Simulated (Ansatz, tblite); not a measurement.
# Ge(vinyl)3(pyrrolidide) (C₁₀H₁₇GeN): rung by rung

The task here is to estimate one member of a computed series from the others.

The runs use Ansatz 0.2.0, Gaussian basis; as each input shows.

Levels to be run: GFN1-xTB, GFN2-xTB, PBE-D4/def2-TZVP, r2SCAN-D4/def2-TZVP, LDA/def2-TZVP, B97M-V/def2-TZVP, PBE-D4/def2-SVP, PBE0-D4/def2-SVP, HF/STO-3G, MP2/def2-SVP.

4 further runs of the same task are left out: 2 that didn't finish, 2 set aside as unsound or not needed.

## The geometry

The singlet was relaxed beforehand with PBE-D4/def2-SVP.

29 atoms, charge 0, spin multiplicity 1.

Bond lengths: Ge1–C2 1.954 Å, Ge1–C7 1.961 Å, Ge1–C12 1.952 Å, Ge1–N17 1.873 Å, C2–C3 1.346 Å, C2–H4 1.106 Å, C3–H5 1.104 Å, C3–H6 1.105 Å, C7–C8 1.348 Å, C7–H9 1.106 Å, C8–H10 1.105 Å, C8–H11 1.105 Å, C12–C13 1.347 Å, C12–H14 1.106 Å, C13–H15 1.104 Å, C13–H16 1.105 Å, N17–C18 1.463 Å, N17–C21 1.466 Å and more. Angles: C2–Ge1–C7 109.8°, C2–Ge1–C12 112.6°, C2–Ge1–N17 105.2°, C7–Ge1–C12 110.3°, C7–Ge1–N17 112.6°, C12–Ge1–N17 106.2°, Ge1–C2–C3 122.2°, Ge1–C2–H4 118.3°, C3–C2–H4 119.5°, C2–C3–H5 121.0°, C2–C3–H6 122.2°, H5–C3–H6 116.8°, Ge1–C7–C8 123.1°, Ge1–C7–H9 118.2°, C8–C7–H9 118.6°, C7–C8–H10 121.8°, C7–C8–H11 122.3°, H10–C8–H11 115.9° and more.

PBE0-D4/def2-TZVP was run before; its log isn't repeated, and its numbers join the tables.

The first run:

Tight binding, by tblite at 300 K electronic temperature and without a spin-polarisation term:

```python
tblite.interface.Calculator('GFN1-xTB', numbers, positions, charge=0, uhf=0).singlepoint()
```

Tight binding, by tblite at 300 K electronic temperature and without a spin-polarisation term:

```python
tblite.interface.Calculator('GFN2-xTB', numbers, positions, charge=0, uhf=0).singlepoint()
```

start.molden holds the orbitals of an earlier run on this state, given as this run's starting guess.

The input, in.yaml:

```yaml
crystal:
  periodic: [false, false, false]
  atoms:
    - {symbol: Ge, position_ang: [0.165241, 0.928309, 0.329397]}
    - {symbol: C, position_ang: [0.454287, 1.264982, 2.232199]}
    - {symbol: C, position_ang: [-0.394818, 0.817628, 3.176330]}
    - {symbol: H, position_ang: [1.327310, 1.874027, 2.530743]}
    - {symbol: H, position_ang: [-1.282401, 0.219379, 2.905001]}
    - {symbol: H, position_ang: [-0.248101, 1.032258, 4.249938]}
    - {symbol: C, position_ang: [1.871982, 0.507240, -0.538573]}
    - {symbol: C, position_ang: [2.970547, 0.127406, 0.143838]}
    - {symbol: H, position_ang: [1.909793, 0.508761, -1.644287]}
    - {symbol: H, position_ang: [2.990604, 0.102154, 1.248514]}
    - {symbol: H, position_ang: [3.904161, -0.176184, -0.362549]}
    - {symbol: C, position_ang: [-0.700525, 2.427026, -0.572908]}
    - {symbol: C, position_ang: [-0.086700, 3.201525, -1.487648]}
    - {symbol: H, position_ang: [-1.742417, 2.658137, -0.284232]}
    - {symbol: H, position_ang: [0.956678, 3.020709, -1.801595]}
    - {symbol: H, position_ang: [-0.592751, 4.060581, -1.963280]}
    - {symbol: N, position_ang: [-1.049525, -0.495729, 0.260533]}
    - {symbol: C, position_ang: [-1.756529, -0.762861, -0.992571]}
    - {symbol: C, position_ang: [-0.917707, -1.835784, -1.736595]}
    - {symbol: C, position_ang: [-0.150398, -2.567867, -0.600465]}
    - {symbol: C, position_ang: [-0.572113, -1.813503, 0.691199]}
    - {symbol: H, position_ang: [-1.908114, 0.165878, -1.579662]}
    - {symbol: H, position_ang: [-2.769890, -1.173511, -0.760716]}
    - {symbol: H, position_ang: [-0.209412, -1.347474, -2.437970]}
    - {symbol: H, position_ang: [-1.550745, -2.519176, -2.338594]}
    - {symbol: H, position_ang: [-0.400558, -3.646402, -0.544601]}
    - {symbol: H, position_ang: [0.945498, -2.491252, -0.750200]}
    - {symbol: H, position_ang: [-1.408876, -2.359309, 1.191813]}
    - {symbol: H, position_ang: [0.245478, -1.726927, 1.436908]}
basis:
  gaussian: {orbitals: def2-TZVP, initial_orbitals: start.molden}
hamiltonian: {xc: pbe, dispersion: d4}
scf: {omitted_lower_state_checks: [starts]}
output: {orbitals: {seedname: orbitals}}
```

The run is started by

```sh
> ansatz run in.yaml --threads 4 --pin off --events-out ev --progress --plain --max-ram 6963MiB
```

Steps of the session up to this table: PBE-D4/def2-TZVP; r2SCAN-D4/def2-TZVP; LDA/def2-TZVP; B97M-V/def2-TZVP; PBE-D4/def2-SVP; PBE0-D4/def2-SVP; HF/STO-3G; MP2/def2-SVP.

One table of the session follows, with a row left open; its other results are not shown here.

It belongs to the step «Binding energy». 

```
              level  binding an atom (eV)
          HF/STO-3G                 3.870
        HF/def2-SVP                 3.188
      LDA/def2-TZVP                 4.881
    PBE-D4/def2-SVP                 4.419
   PBE-D4/def2-TZVP                 4.376
r2SCAN-D4/def2-TZVP                     ?
   B97M-V/def2-TZVP                 4.262
   PBE0-D4/def2-SVP                 4.352
  PBE0-D4/def2-TZVP                 4.305
       MP2/def2-SVP                 4.142
```

Q: Estimate the row for r2SCAN-D4/def2-TZVP from the others.

**Answer.** binding an atom (eV): 4.273. In the column «binding an atom (eV)» it lies between B97M-V/def2-TZVP (4.262) and PBE0-D4/def2-TZVP (4.305).

Caveats from the session: Free atoms were run apart at each level; binding is atoms less cluster, divided by the number of atoms, without zero-point or spin-orbit terms.
